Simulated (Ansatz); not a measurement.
# GaSb3 (Fm-3m) in Ansatz: a series of runs, part 2 of 2

Ansatz 0.2.0.

### 3 Single point, PBE, 24.40 Å³/atom (volume scaled by 0.94)

Contents of input.yaml:

```yaml
crystal:
  lattice:
    - [0.0, 3.6544390392, 3.6544390392]
    - [3.6544390392, 0.0, 3.6544390392]
    - [3.6544390392, 3.6544390392, 0.0]
  atoms:
    - { symbol: Sb, position: [0.5, 0.5, 0.5] }
    - { symbol: Sb, position: [0.75, 0.75, 0.75] }
    - { symbol: Sb, position: [0.25, 0.25, 0.25] }
    - { symbol: Ga, position: [0.0, 0.0, 0.0] }
hamiltonian:
  xc: pbe
  pseudopotentials: { kind: paw }
kpoints:
  mp_grid: { grid: [6, 6, 6] }
scf:
  occupations: { method: fermi_dirac, width: 0.05 }
output:
  forces: true
  stress: true
  eigenvalues: true
```

Potentials or basis: Ansatz PAW.

Run with:

```console
$ ansatz run input.yaml --threads 2 --pin off --max-ram 5632MiB --backend cpu --events-out ev --progress --plain --runs-dir out
```

The log of the run:

```text
Warning: RAYON_NUM_THREADS=2 ignored (pool sized by the plan → 2); use --threads N
Engine: ansatz 0.2.0, aarch64-unknown-linux-gnu
Pseudopotentials: kind: paw
Pseudopotential: Sb, paw, valence charge 15, recommended cutoff 420 eV (normal), Sb.paw.azcp
Pseudopotential: Ga, paw, valence charge 13, recommended cutoff 420 eV (normal), Ga.paw.azcp
Functional definition: PBE
  parameter kappa = 0.804
  parameter beta = 0.06672455060314922
  exchange = pbe_x(kappa = kappa, mu = beta*pi^2/3)
  correlation = pbe_c(beta = beta)
Crystal: 4 atoms, lattice volume = 97.610 Å³
Basis set: ecut = 420 eV, 1917 PW (Γ), exchange–correlation on 72×72×72 points (8 copies of the dense FFT grid, shifted against one another)
Bands: 35, of which v1, the nominal top of the filled ones, is band 29 counted from 1 (28 counted from 0)
Symmetry: 48 space group operations
Space group: Fm-3m (ITA 225), of the structure as read, at distance tolerance 4.6e-5 Å
k-points: 16 of 216
Non-local potential: Sb, projectors of the file, l = 0: 2, l = 1: 2, l = 2: 2, l = 3: 2
Non-local potential: Ga, projectors of the file, l = 0: 2, l = 1: 2, l = 2: 3, l = 3: 1
PAW form: soft (Blöchl's): semilocal exchange-correlation on the pseudo side does not see the compensation charge
PAW one-centre angular grid: Sb, 590 points (default); XC on 64 Gauss nodes
PAW one-centre angular grid: Ga, 590 points (default); XC on 64 Gauss nodes
Initial density: superposition of atomic densities (neutral atoms: chi_scale 0, normalization atom), corrected by the library's trained network
Initial wavefunctions: pseudopotential atomic-orbital guess
Functional: x = pbe(κ = 0.804, μ = 0.2195149727645171), c = pbe(β = 0.06672455060314922)
SCF iter   1: F=—  HF=-23235.569551 eV  |F-HF|=—  |Δ(HF+E_count)|=         —  Δρ=2.79e-3  dr2=1.45e-2  ethr=1.77e-3  ⟨swp⟩=8.9  Hψ=2438  notcnv=0
preconditioner: auto → Kerker (q_TF=auto, 2.502 Å⁻¹)  [metal: Δε(μ)=0.083 eV  Ē_g=11.220 eV  σ=0.050 eV  W_gap=0.39  n_scr=26 (ndim 8)  ℏωp=19.9 eV  f_vac=0.000  D(μ)=4.00/eV (n_scr^D=26)]
SCF iter   2: F=—  HF=-23235.564420 eV  |F-HF|=—  |Δ(HF+E_count)|=   5.13e-3  Δρ=1.61e-3  dr2=4.63e-3  ethr=2.50e-5  ⟨swp⟩=2.8  Hψ=1178  notcnv=0  defer=1
SCF iter   3: F=—  HF=-23235.563303 eV  |F-HF|=—  |Δ(HF+E_count)|=   1.12e-3  Δρ=5.98e-4  dr2=5.21e-4  ethr=7.98e-6  ⟨swp⟩=2.0  Hψ=780  notcnv=0  defer=1
SCF iter   4: F=—  HF=-23235.563067 eV  |F-HF|=—  |Δ(HF+E_count)|=   2.36e-4  Δρ=2.05e-4  dr2=2.61e-5  ethr=8.99e-7  ⟨swp⟩=2.0  Hψ=786  notcnv=0  defer=1
SCF iter   5: F=—  HF=-23235.563061 eV  |F-HF|=—  |Δ(HF+E_count)|=   5.44e-6  Δρ=1.02e-4  dr2=9.18e-6  ethr=4.49e-8  ⟨swp⟩=2.1  Hψ=1005  notcnv=0  defer=1
SCF iter   6: F=—  HF=-23235.563060 eV  |F-HF|=—  |Δ(HF+E_count)|=   1.25e-6  Δρ=2.63e-5  dr2=6.99e-7  ethr=1.58e-8  ⟨swp⟩=2.0  Hψ=943  notcnv=0  defer=1
SCF iter   7: F=-23235.563060 eV  HF=-23235.563060 eV  |F-HF|=8.94e-9  |Δ(HF+E_count)|=   1.65e-7  Δρ=4.85e-6  dr2=2.32e-8  ethr=1.72e-10  ⟨swp⟩=7.6  Hψ=2497  notcnv=0
SCF 1 converged in 7 iterations: F = -23235.563060 eV  dr2 = 2.32e-8
SCF converged after 7 iterations
Free energy (F): -23235.563060 eV
Harris-Foulkes:  -23235.563060 eV  (|F-HF|=8.94e-9)
Internal energy: -23235.529016 eV  (E = F + TS)
E sigma→0 (E₀):  -23235.546038 eV
Entropy (-TS):   -0.034044 eV (-8.511 meV/atom)
Fermi energy:    11.768667 eV
--- Per-component energies (eV) ---
  E_band       = -445.848658
  E_kinetic    = 736.118287
  E_local      = -6030.076859  (includes V_loc(G=0)·N_el)
  E_nonlocal   = 1507.474254
  E_hartree    = 2787.090123
  E_xc         = -485.775283
  E_vxc        = -348.232230  (∫ρ·V_xc dr)
  E_paw        = -15709.606730  (= ΣΔE_a)
  E_vpaw       = -1885.318885  (= ΣTr[D̂ρ^β])
  E_aug_tail   = -0.000130  (compensation charges beyond the density's cutoff)
  E_ewald      = -6040.752678
  E_smearing   = -0.034044  (= −TS)
  E_closure    = 0.000000  (closes the sum)
  Σ components = -23235.563060   (vs F -23235.563060, Δ=0.00e0)
--- Forces (eV/Å), atoms counted from 1 ---
  atom   1  Sb     0.00000000    -0.00000000    -0.00000000
  atom   2  Sb     0.00000000     0.00000000    -0.00000000
  atom   3  Sb    -0.00000000     0.00000000     0.00000000
  atom   4  Ga     0.00000000    -0.00000000     0.00000000
  max |Σ_I F_I| component: 6.94e-18 eV/Å
--- Stress (GPa, compression-positive) ---
        2.812648      -0.000000      -0.000000
       -0.000000       2.812648      -0.000000
        0.000000       0.000000       2.812648
  P = ⅓ Tr σ = 2.8126 GPa (28.126 kbar)
--- Band table (eV; the first three rows and the last of 16) ---
  k-point 0: bands = ["-17.7670", "-17.7670", "-17.7670", "-17.7579", "-17.7579", "-17.5573", "-17.5573", "-17.5544", "-17.5544", "-17.5544", "-17.5249", "-17.5249", "-17.5249", "-17.5183", "-17.5183", "-3.2732", "-3.2732", "-3.2732", "-3.2580", "-3.2580", "-1.2750", "4.0814", "5.1705", "8.7340", "8.8913", "8.8913", "8.8913", "9.0689", "9.0689", "9.0689", "10.8245", "10.8245", "10.8245", "15.0313", "15.0313"]
  k-point 1: bands = ["-17.7682", "-17.7682", "-17.7663", "-17.7567", "-17.7567", "-17.5560", "-17.5560", "-17.5518", "-17.5518", "-17.5503", "-17.5298", "-17.5262", "-17.5262", "-17.5206", "-17.5206", "-3.2749", "-3.2725", "-3.2725", "-3.2583", "-3.2583", "-1.0480", "3.6800", "4.6842", "7.7158", "8.2799", "8.2799", "8.4184", "9.5462", "9.5462", "10.9308", "10.9308", "11.1601", "12.4735", "15.9401", "15.9401"]
  k-point 2: bands = ["-17.7706", "-17.7706", "-17.7645", "-17.7544", "-17.7544", "-17.5501", "-17.5501", "-17.5475", "-17.5475", "-17.5424", "-17.5397", "-17.5310", "-17.5310", "-17.5253", "-17.5253", "-3.2786", "-3.2711", "-3.2711", "-3.2587", "-3.2587", "-0.3835", "2.3775", "4.2136", "6.7598", "7.9321", "7.9321", "9.1096", "9.1096", "9.5382", "12.2306", "12.2306", "13.7729", "13.9992", "15.6947", "16.4418"]
  k-point 15: bands = ["-17.7740", "-17.7706", "-17.7630", "-17.7536", "-17.7513", "-17.5579", "-17.5515", "-17.5498", "-17.5472", "-17.5395", "-17.5387", "-17.5326", "-17.5284", "-17.5241", "-17.5212", "-3.2804", "-3.2719", "-3.2672", "-3.2634", "-3.2580", "1.5083", "1.5649", "2.2857", "4.4473", "7.3632", "7.8432", "9.8860", "10.4529", "12.9945", "13.5366", "13.7893", "13.9625", "14.8917", "15.5150", "16.0925"]
```

It took 1.5 s on 2 threads of Arm Neoverse V2, shared host; peak memory 0.38 GiB.

What came out:

```yaml
Free_energy: -23235.5631 eV
Pressure: 2.8 GPa
Band_gap_on_the_k_mesh: none (metal or under the smearing width)
```

### 4 Single point, PBE, 24.92 Å³/atom (volume scaled by 0.96)

Edit input.yaml of step 3 so:

```diff
@@ -2,5 +2,5 @@
   lattice:
-    - [0.0, 3.6544390392, 3.6544390392]
-    - [3.6544390392, 0.0, 3.6544390392]
-    - [3.6544390392, 3.6544390392, 0.0]
+    - [0.0, 3.6801753734, 3.6801753734]
+    - [3.6801753734, 0.0, 3.6801753734]
+    - [3.6801753734, 3.6801753734, 0.0]
   atoms:
```

Run with:

```console
$ ansatz run input.yaml --threads 2 --pin off --max-ram 5632MiB --backend cpu --events-out ev --progress --plain --runs-dir out
```

It took 1.5 s on 2 threads of Arm Neoverse V2, shared host; peak memory 0.38 GiB.

The run converged. Its results:

```
Free energy            : -23235.5911 eV
Pressure               : 1.5 GPa
Band gap on the k mesh : none (metal or under the smearing width)
```

### 5 Single point, PBE, 25.44 Å³/atom (volume scaled by 0.98)

Edit input.yaml of step 4 so:

```diff
@@ -2,5 +2,5 @@
   lattice:
-    - [0.0, 3.6801753734, 3.6801753734]
-    - [3.6801753734, 0.0, 3.6801753734]
-    - [3.6801753734, 3.6801753734, 0.0]
+    - [0.0, 3.7055566952, 3.7055566952]
+    - [3.7055566952, 0.0, 3.7055566952]
+    - [3.7055566952, 3.7055566952, 0.0]
   atoms:
```

Run with:

```console
$ ansatz run input.yaml --threads 2 --pin off --max-ram 5632MiB --backend cpu --events-out ev --progress --plain --runs-dir out
```

Wall time 1.5 s (2 threads of Arm Neoverse V2, shared host); peak memory 0.39 GiB.

The run converged. Its results:

```
Free energy            : -23235.6039 eV
Pressure               : 0.5 GPa
Band gap on the k mesh : none (metal or under the smearing width)
```

### 6 Single point, PBE, 25.96 Å³/atom

Edit input.yaml of step 5 so:

```diff
@@ -2,5 +2,5 @@
   lattice:
-    - [0.0, 3.7055566952, 3.7055566952]
-    - [3.7055566952, 0.0, 3.7055566952]
-    - [3.7055566952, 3.7055566952, 0.0]
+    - [0.0, 3.730595, 3.730595]
+    - [3.730595, 0.0, 3.730595]
+    - [3.730595, 3.730595, 0.0]
   atoms:
```

Potentials or basis: Ansatz PAW.

Run with:

```console
$ ansatz run input.yaml --threads 2 --pin off --max-ram 5632MiB --backend cpu --events-out ev --progress --plain --runs-dir out
```

Run time: 1.6 s. Hardware: 2 threads of Arm Neoverse V2, shared host; peak memory 0.39 GiB.

It converged, with:

* Free energy: -23235.6033 eV
* Pressure: -0.5 GPa
* Band gap on the k mesh: none (metal or under the smearing width)

### 7 Single point, PBE, 26.48 Å³/atom (volume scaled by 1.02)

Edit input.yaml of step 6 so:

```diff
@@ -2,5 +2,5 @@
   lattice:
-    - [0.0, 3.730595, 3.730595]
-    - [3.730595, 0.0, 3.730595]
-    - [3.730595, 3.730595, 0.0]
+    - [0.0, 3.7553016472, 3.7553016472]
+    - [3.7553016472, 0.0, 3.7553016472]
+    - [3.7553016472, 3.7553016472, 0.0]
   atoms:
```

Run with:

```console
$ ansatz run input.yaml --threads 2 --pin off --max-ram 5632MiB --backend cpu --events-out ev --progress --plain --runs-dir out
```

Run time: 1.6 s. Hardware: 2 threads of Arm Neoverse V2, shared host; peak memory 0.39 GiB.

The run converged. Its results:

* Free energy: -23235.5906 eV
* Pressure: -1.4 GPa
* Band gap on the k mesh: none (metal or under the smearing width)

### 8 Single point, PBE, 27.00 Å³/atom (volume scaled by 1.04)

Edit input.yaml of step 7 so:

```diff
@@ -2,5 +2,5 @@
   lattice:
-    - [0.0, 3.7553016472, 3.7553016472]
-    - [3.7553016472, 0.0, 3.7553016472]
-    - [3.7553016472, 3.7553016472, 0.0]
+    - [0.0, 3.7796874061, 3.7796874061]
+    - [3.7796874061, 0.0, 3.7796874061]
+    - [3.7796874061, 3.7796874061, 0.0]
   atoms:
@@ -21 +21,5 @@
   eigenvalues: true
+  write_density: true
+  write_potential: true
+  elf: true
+  volumetric_format: npy
```

Run with:

```console
$ ansatz run input.yaml --threads 2 --pin off --max-ram 5632MiB --backend cpu --events-out ev --progress --plain --runs-dir out
```

It took 2 s on 2 threads of Arm Neoverse V2, shared host; peak memory 0.39 GiB.

Results (log left out):

```
Free energy            : -23235.5667 eV
Pressure               : -2.2 GPa
Band gap on the k mesh : none (metal or under the smearing width)
```

### 9 Single point, PBE, 27.52 Å³/atom (volume scaled by 1.06)

Edit input.yaml of step 8 so:

```diff
@@ -2,5 +2,5 @@
   lattice:
-    - [0.0, 3.7796874061, 3.7796874061]
-    - [3.7796874061, 0.0, 3.7796874061]
-    - [3.7796874061, 3.7796874061, 0.0]
+    - [0.0, 3.8037624973, 3.8037624973]
+    - [3.8037624973, 0.0, 3.8037624973]
+    - [3.8037624973, 3.8037624973, 0.0]
   atoms:
```

Potentials or basis: Ansatz PAW.

Run with:

```console
$ ansatz run input.yaml --threads 2 --pin off --max-ram 5632MiB --backend cpu --events-out ev --progress --plain --runs-dir out
```

It took 2.1 s on 2 threads of Arm Neoverse V2, shared host; peak memory 0.4 GiB.

It converged, with:

```
Free energy            : -23235.5326 eV
Pressure               : -3.0 GPa
Band gap on the k mesh : none (metal or under the smearing width)
```

### 10 Equation of state, PBE

This step only gathers the single runs of the series.

What came out:

| Property | Result |
| --- | --- |
| Equilibrium volume | 25.67 Å³/atom |
| Bulk modulus | 49 GPa |
| Pressure derivative of the bulk modulus | 3.9 (rough: it moves with the points fitted) |

Energy against volume, from the lowest point:
| volume (Å³/atom) | energy (meV/atom) |
| --- | --- |
| 24.402 | 10.22 |
| 24.922 | 3.20 |
| 25.441 | 0.00 |
| 25.960 | 0.15 |
| 26.479 | 3.34 |
| 26.998 | 9.31 |
| 27.518 | 17.84 |
